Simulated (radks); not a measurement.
**Nuclear size and the levels of Mo**

The task here is to estimate one member of a computed series from the others.

Program: radks (a radial shooting solver on a logarithmic mesh, Libxc functionals) version 1. Level of theory: Dirac Kohn-Sham, exchange-only LDA, spin-unpolarised, spherical densities, finite nucleus; open shells are shared between the two j in proportion to 2j + 1. These are calculated values, not measurements, unless marked.

## The system

```
element            : molybdenum (Z = 42)
charge             : 0
electrons          : 42
configuration      : [Kr] 4d5 5s1
nuclear rms radius : 4.4091 fm
```

Outer shells as boxes (Hund's rule):

Mo
```
[Kr] core
4d [↑ ][↑ ][↑ ][↑ ][↑ ]
5s [↑ ]
```

The first run:

The run's settings:

```text
Z 42
configuration [Kr] 4d5 5s1 5p0 6s0
relativity Dirac
functional lda,
spin unpolarised
j_filling average
nucleus finite rms 4.4091 fm
c 137.035999084
```

Among the steps run: rms radius 4.4091 fm.

One of the session's tables, all rows but one given; the rest of the session is left out.

From the orbitals of this run (lengths in bohr):

| level | <r> | outermost maximum (interpolated) | 90 % within | nodes |
| --- | --- | --- | --- | --- |
| 4s1/2 | 1.107 | 0.987 | 1.62 | 3 |
| 4p1/2 | 1.216 | 1.05 | 1.81 | 2 |
| 4p3/2 | ? | ? | ? | ? |
| 5s1/2 | 3.641 | 2.95 | 5.53 | 4 |
| 4d3/2 | 2.019 | 1.38 | 3.39 | 1 |
| 4d5/2 | 2.055 | 1.40 | 3.46 | 1 |
| 5p1/2 | 5.680 | 4.17 | 9.14 | 3 |
| 5p3/2 | 5.933 | 4.33 | 9.57 | 3 |

**Question.** Estimate the row for 4p3/2.

**Answer.** <r>: 1.249; outermost maximum (interpolated): 1.08; 90 % within: 1.86; nodes: 2. In the column «<r>» it lies between 4p1/2 (1.216) and 4d3/2 (2.019).
